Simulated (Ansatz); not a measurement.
# CoGe (zincblende type): how the settings move a single-point run

Question: which choices in the input matter for CoGe (zincblende type)?

Program: Ansatz 0.2.0. Level of theory: reference: DFT, LDA, PAW with Ansatz's default frozen-core files, scalar-relativistic. These are calculated values, not measurements.

1 further run of the same task is left out (it didn't finish).

### 1 The starting structure

It takes space group F-43m (No. 216, cubic). The conventional cell has a = 4.446 Å, b = 4.446 Å, c = 4.446 Å, α = 90.00°, β = 90.00°, γ = 90.00°. Around Co (site symmetry -43m) lie 4 Ge at 1.93 Å. Ge (site symmetry -43m) is surrounded by 4 Co at 1.93 Å.

As a file:

```cif
data_structure
_symmetry_space_group_name_H-M 'F-43m'
_symmetry_Int_Tables_number 216
_cell_length_a 4.4462
_cell_length_b 4.4462
_cell_length_c 4.4462
_cell_angle_alpha 90.000
_cell_angle_beta 90.000
_cell_angle_gamma 90.000
_cell_volume 87.89
loop_
_atom_site_label
_atom_site_type_symbol
_atom_site_symmetry_multiplicity
_atom_site_Wyckoff_symbol
_atom_site_fract_x
_atom_site_fract_y
_atom_site_fract_z
_atom_site_occupancy
Co1 Co 4 a 0.00000 0.00000 0.00000 1
Ge1 Ge 4 d 0.25000 0.25000 0.75000 1
```

### 2 Baseline

File input.yaml:

```yaml
crystal:
  lattice:
    - [0.0, 2.2230807522, 2.2230807522]
    - [2.2230807522, 0.0, 2.2230807522]
    - [2.2230807522, 2.2230807522, 0.0]
  atoms:
    - { symbol: Co, position: [0.0, 0.0, 0.0], spin: 1.7 }
    - { symbol: Ge, position: [0.25, 0.25, 0.25] }
magnetization:
  spin_polarized: true
kpoints:
  mp_grid: { grid: [13, 13, 13] }
scf:
  occupations: { method: fermi_dirac, width: 0.05 }
hamiltonian:
  xc: lda
  pseudopotentials: { kind: paw }
output:
  forces: true
  stress: true
  eigenvalues: true
  populations: true
  write_density: true
  write_potential: true
  elf: true
  volumetric_format: npy
```

The run is started by

```sh
> ansatz run input.yaml --threads 1 --pin off --max-ram 3072MiB --backend cpu --events-out ev --progress --plain --runs-dir out
```

### 3 Changing settings: mp_grid.grid [16, 16, 16], dispersion d4

input.yaml: that of step 2 with these lines changed.

```diff
@@ -11,3 +11,3 @@
 kpoints:
-  mp_grid: { grid: [13, 13, 13] }
+  mp_grid: { grid: [16, 16, 16] }
 scf:
@@ -17,2 +17,3 @@
   pseudopotentials: { kind: paw }
+  dispersion: d4
 output:
@@ -22,5 +23 @@
   populations: true
-  write_density: true
-  write_potential: true
-  elf: true
-  volumetric_format: npy
```

Before running it: what results should come out? Wanted: for each run, ending; energy change; pressure; gap; force.

The runs gave:

| run | ending | energy change | pressure (GPa) | gap (eV) | force (eV/Å) | cycles | time |
| --- | --- | --- | --- | --- | --- | --- | --- |
| reference | converged | 0 | 129.2 | 0.00 | 0.00 | 13 | 4.1 s |
| 1: mp_grid.grid [16, 16, 16], dispersion d4 | converged | -535.3 meV/atom (offset of the dispersion model) | 122.4 | 0.00 | 0.00 | 12 | 6.5 s |

Times don't compare one to one where runs were asked for different outputs or read a saved state (see the inputs); cycles may leave out searches for a lower state.

Residual by cycle in the longest SCF loop of each run; runs are numbered as in the table. The quantity is the density residual dr2, in eV.

| cycle | reference | run 1 |
| --- | --- | --- |
| 1 | 1.02 | 1.03 |
| 2 | 0.612 | 0.613 |
| 3 | 0.5 | 0.495 |
| 4 | 0.894 | 0.912 |
| 5 | 0.0533 | 0.047 |
| 6 | 0.00317 | 0.00194 |
| 8 | 6.4e-5 | 6.7e-5 |
| 9 | 9.1e-6 | 1.8e-5 |
| 10 | 1.8e-6 | 1.0e-6 |
| 11 | 9.1e-8 | 1.1e-8 |
| 12 | 9.5e-10 | 1.3e-9 |
| 13 | 3.1e-10 | - |

**Reading.** The energy moves by -535.3 meV/atom, nearly all of it the dispersion term itself (-535.7 meV/atom); that offset belongs to the model and is no gain or loss of stability; the pressure goes from 129.2 to 122.4 GPa. The damping parameters are borrowed, as the log notes. The structure is not at rest: the sound run finds 129 GPa, so these are no properties of the relaxed crystal. 
